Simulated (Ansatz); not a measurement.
# CH5BFNTe: up Jacob's ladder to CCSD(T)

An exercise on one series of results from a longer session: the logs are not shown, and one member is left open.

Program: Ansatz 0.2.0, Gaussian basis. Level of theory: functionals in def2-TZVPP, the program's frozen cores in correlated methods. These are calculated values, not measurements.

Plan: LDA (SPW92), PBE-D4, revPBE-D4, BLYP-D4, r2SCAN-D4, B97M-V, PBE0-D4, B3LYP-D4, r2SCANh-D4, r2SCAN0-D4, HSE06-D4, BHLYP-D4, CAM-B3LYP-D4, LC-ωPBE, ωB97X-V, ωB97M-V, B2PLYP, PBE-QIDH; CCSD(T)/def2-SVP; CCSD(T)/def2-TZVPP; MP2/def2-QZVPP; extrapolation to the limit; RPA on PBE.

### The relaxed structure

The geometry comes from an earlier relaxation with PBE0-D4 in a triple-zeta def2 set; it is a stationary point, not always the lowest conformer. Te takes the def2 core potential; no spin-orbit term is included.

10 atoms, charge 0, spin multiplicity 1.

Atoms are counted from 1 here; the program's logs count them from 0.

Bond lengths: B1–C2 1.547 Å, B1–Te5 2.288 Å, B1–H6 1.202 Å, B1–H7 1.200 Å, C2–N3 1.313 Å, C2–F4 1.316 Å, N3–H8 1.008 Å, N3–H9 1.006 Å, Te5–H10 1.661 Å. Angles: C2–B1–Te5 95.6°, C2–B1–H6 112.5°, C2–B1–H7 112.3°, Te5–B1–H6 110.2°, Te5–B1–H7 105.0°, H6–B1–H7 118.5°, B1–C2–N3 126.6°, B1–C2–F4 122.1°, N3–C2–F4 111.3°, C2–N3–H8 121.6°, C2–N3–H9 118.3°, H8–N3–H9 119.5°, B1–Te5–H10 95.1°.

As a file:

```xyz
10

B    -0.32839    0.99686    0.52713
C    -0.64547   -0.38161   -0.10009
N    -0.21932   -0.83163   -1.25734
F    -1.42405   -1.25860    0.49601
Te    1.29668    0.22837    1.94202
H     0.14302    1.76566   -0.26723
H    -1.20786    1.38364    1.24610
H    -0.36074   -1.79014   -1.53598
H     0.37187   -0.23600   -1.81172
H     2.45736    0.07236    0.76400
```

The first run:

in.yaml

```yaml
crystal:
  periodic: [false, false, false]
  atoms:
    - {symbol: B, position_ang: [-0.328388, 0.996857, 0.527128]}
    - {symbol: C, position_ang: [-0.645468, -0.381614, -0.100089]}
    - {symbol: N, position_ang: [-0.219324, -0.831632, -1.257336]}
    - {symbol: F, position_ang: [-1.424045, -1.258601, 0.496006]}
    - {symbol: Te, position_ang: [1.296679, 0.228371, 1.942022]}
    - {symbol: H, position_ang: [0.143018, 1.765664, -0.267227]}
    - {symbol: H, position_ang: [-1.207860, 1.383637, 1.246098]}
    - {symbol: H, position_ang: [-0.360740, -1.790144, -1.535976]}
    - {symbol: H, position_ang: [0.371873, -0.236000, -1.811724]}
    - {symbol: H, position_ang: [2.457355, 0.072361, 0.763997]}
basis:
  gaussian: {orbitals: def2-TZVPP}
hamiltonian: {xc: lda}
output: {orbitals: {seedname: orbitals}}
```

Steps of the session up to this table: LDA; PBE-D4 (GGA); revPBE-D4 (GGA); BLYP-D4 (GGA); r2SCAN-D4 (meta-GGA); B97M-V (meta-GGA); PBE0-D4 (hybrid); B3LYP-D4 (hybrid); r2SCANh-D4 (hybrid); r2SCAN0-D4 (hybrid); HSE06-D4 (hybrid); BHLYP-D4 (hybrid); CAM-B3LYP-D4 (range-separated); LC-ωPBE (range-separated); ωB97X-V (range-separated); ωB97M-V (range-separated); B2PLYP (double hybrid); PBE-QIDH (double hybrid).

One table of the session follows, with a row left open; its other results are not shown here.

It belongs to the step «Frontier levels by functional». 

```
  functional  HOMO (eV)  LUMO (eV)  gap (eV)
 LDA (SPW92)      -4.96      -2.69      2.26
      PBE-D4      -4.79      -2.46      2.33
   revPBE-D4      -4.73      -2.37      2.36
     BLYP-D4      -4.63      -2.35      2.28
   r2SCAN-D4      -5.00      -2.30      2.70
      B97M-V      -5.01      -2.24      2.76
     PBE0-D4          ?          ?         ?
    B3LYP-D4      -5.56      -1.84      3.73
  r2SCANh-D4      -5.37      -1.99      3.38
  r2SCAN0-D4      -5.91      -1.51      4.41
    HSE06-D4      -5.38      -1.98      3.40
    BHLYP-D4      -6.59      -0.61      5.99
CAM-B3LYP-D4      -6.94      -0.58      6.36
     LC-ωPBE      -8.19       0.50      8.68
     ωB97X-V      -7.89       0.47      8.36
     ωB97M-V      -7.79       0.39      8.18
```

Estimate the missing values for PBE0-D4.

**Answer.** HOMO (eV): -5.77; LUMO (eV): -1.61; gap (eV): 4.16. In the column «HOMO (eV)» it lies between r2SCAN0-D4 (-5.91) and B3LYP-D4 (-5.56).
